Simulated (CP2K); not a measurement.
Crystal: HfGe.

```
CELL_PARAMETERS angstrom
3.21967 0.00000 0.00000
0.00000 3.21967 0.00000
0.00000 0.00000 4.10843
ATOMIC_POSITIONS crystal
Hf 0.50000 0.50000 0.00000
Ge 0.00000 0.00000 0.00000
```

The cell was built by a generator and needn't be a form met in nature.

Base run:

* Program: CP2K 2026.2
* Functional: LDA
* Potentials or basis: POTENTIAL_UZH Hf GTH-PBE-q12, Ge GTH-PBE-q4; TZVP-MOLOPT-PBE-GTH basis
* Density cutoff: 9184 eV
* k mesh: 8 × 8 × 7
* Occupations: fermi-dirac, width 0.05 eV
* Spin: no spin polarisation

Its results: band gap on the k mesh none (metal or under the smearing width); pressure 57.6 GPa.

Question: The run is repeated on the same cell with these changes: functional from LDA to vdW-DF-cx. What comes out?

Answer: Band gap on the k mesh none (metal or under the smearing width); pressure 59.9 GPa.

Caveats: the potentials were made for another functional, which shifts forces and pressure; a pressure of tens of GPa on the cell as given is suspect, and the run, the potentials or the cell itself is likely at fault; the basis of atomic orbitals isn't converged, which shifts pressures, moduli and gaps.

Not every run made on this cell is shown here.
